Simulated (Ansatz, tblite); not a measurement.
# The cluster Sn₂O₄+: rung by rung

How do method and basis change the picture of the cluster Sn₂O₄+ (doublet)?

Program: Ansatz 0.2.0, Gaussian basis. Level of theory: as each input shows. These are calculated values, not measurements.

Plan: GFN1-xTB, GFN2-xTB, PBE-D4/def2-TZVP, r2SCAN-D4/def2-TZVP, ωB97X-V/def2-TZVP, B3LYP-D4/def2-TZVP, PBE-D4/def2-SVP, PBE0-D4/def2-SVP, CCSD(T)/def2-SVP, MP2/def2-TZVP, RPA/def2-TZVP.

4 further runs of the same task are left out: 4 set aside as unsound or not needed. Runs told in other sessions of the task aren't counted.

## Step 1: The relaxed structure

The doublet was relaxed beforehand with PBE-D4/def2-SVP. At that level it is the lowest of the isomers that a small search found.

6 atoms, charge 1, spin multiplicity 2.

Bond lengths: Sn1–O4 2.007 Å, Sn1–O6 2.233 Å, Sn2–O3 2.233 Å, Sn2–O4 2.007 Å, O3–O5 1.351 Å, O5–O6 1.351 Å. Angles: O4–Sn1–O6 88.9°, O3–Sn2–O4 88.9°, Sn2–O3–O5 120.2°, Sn1–O4–Sn2 138.2°, O3–O5–O6 114.6°, Sn1–O6–O5 120.3°.

Sn takes a core potential in the def2 sets. No spin-orbit coupling is included. The ion is computed in the gas phase, without counter-ions or solvent.

PBE0-D4/def2-TZVP was run before; its log isn't repeated, and its numbers join the tables.

## Step 2: GFN1-xTB

Tight binding, by tblite at 300 K electronic temperature and without a spin-polarisation term:

```python
tblite.interface.Calculator('GFN1-xTB', numbers, positions, charge=1, uhf=1).singlepoint()
```

Energy -631.0213 eV; 0.004 s.

## Step 3: GFN2-xTB

Tight binding, by tblite at 300 K electronic temperature and without a spin-polarisation term:

```python
tblite.interface.Calculator('GFN2-xTB', numbers, positions, charge=1, uhf=1).singlepoint()
```

Energy -543.3624 eV; 0.004 s.

## Step 4: PBE-D4/def2-TZVP

start.molden holds the orbitals of an earlier run on this state, given as this run's starting guess.

The input, in.yaml:

```yaml
crystal:
  periodic: [false, false, false]
  atoms:
    - {symbol: Sn, position_ang: [1.857708, 0.445751, 0.951357]}
    - {symbol: Sn, position_ang: [-0.576879, 0.842495, -1.874398]}
    - {symbol: O, position_ang: [-1.553865, -0.279131, -0.208632]}
    - {symbol: O, position_ang: [1.181983, 0.639434, -0.928753]}
    - {symbol: O, position_ang: [-0.831464, -1.125343, 0.557597]}
    - {symbol: O, position_ang: [-0.077473, -0.523215, 1.502819]}
basis:
  gaussian: {orbitals: def2-TZVP, initial_orbitals: start.molden}
total_charge: 1
magnetization: {spin_polarized: true, initial_magnetization: 1}
hamiltonian: {xc: pbe, dispersion: d4}
scf: {omitted_lower_state_checks: [starts]}
output: {forces: true, orbitals: {seedname: orbitals}}
```

The run is started by

```console
ansatz run in.yaml --threads 4 --pin off --events-out ev --progress --plain --max-ram 4787MiB
```

After this run come: r2SCAN-D4/def2-TZVP; ωB97X-V/def2-TZVP; B3LYP-D4/def2-TZVP; PBE-D4/def2-SVP; PBE0-D4/def2-SVP; CCSD(T)/def2-SVP; MP2/def2-TZVP; RPA/def2-TZVP.

Q: Predict the results of all the runs planned. Wanted: gap in def2-TZVP, named functionals, smallest and largest; correlation energy, CCSD(T)/def2-SVP; correlation energy, MP2/def2-TZVP; ⟨S²⟩ in def2-TZVP, named functionals, smallest and largest; PBE0 total energy, smallest basis above largest.

As calculated:

| quantity | value |
| --- | --- |
| gap in def2-TZVP, named functionals, smallest and largest | 1.07 eV (PBE-D4), 8.25 eV (ωB97X-V) |
| correlation energy, CCSD(T)/def2-SVP | -26.21 eV |
| correlation energy, MP2/def2-TZVP | -41.29 eV |
| ⟨S²⟩ in def2-TZVP, named functionals, smallest and largest | 0.753, 0.757 |
| PBE0 total energy, smallest basis above largest | 10.55 eV (def2-SVP, def2-TZVP) |

What this shows: Orbital gaps of the named functionals in def2-TZVP span 1.07 eV (PBE-D4) to 8.25 eV (ωB97X-V); exact exchange widens it. Over the named functionals in def2-TZVP spin contamination reaches 0.01 (PBE0-D4), which is small.
